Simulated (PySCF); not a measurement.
# C3H6FGeN: the cost of one run

Programs: PySCF 2.14.0, with routines of our own; each step states its level. All values are computed. Atoms count from 0.

### Step 1. The starting structure

12 atoms, charge 0, multiplicity 1; geometry from: GFN2-xTB.

### Step 2. Magnetic properties: GIAO B97-2/pcSseg-1

The job: settings as JSON, then the geometry in Å.

```
{"job": {"kind": "mag", "xc": "B97-2", "basis": "pcSseg-1", "isotopologues": 2}, "charge": 0, "multiplicity": 1}
F      2.650338    -0.942976    -0.635298
C      1.773956     0.068801    -0.817061
C      0.569825     0.062250    -0.288357
C     -0.090741    -0.976389     0.582570
N     -1.287014    -0.205893     0.958782
Ge    -1.028642     1.185008    -0.194744
H      2.189232     0.851590    -1.435433
H      0.503720    -1.252222     1.459204
H     -0.307468    -1.890225     0.018770
H     -2.093370    -0.731166     1.257294
H     -1.867584     1.318598    -1.457334
H     -1.011053     2.511938     0.525581
```

With the program's defaults for keys left out, this is: GIAO B97-2/pcSseg-1 magnetisability, rotational g tensor and spin-rotation constants, non-relativistic, gas phase.

On the command line:

```
> OMP_NUM_THREADS=1 python excited_run.py task.json out
```

The driver reads the jobs from task.json and runs them one after another.

**Question.** How long does this first job take on 1 thread of Arm Neoverse V1, shared host, and how much memory does it need?

About 20 s, with a peak of 0.88 GiB.
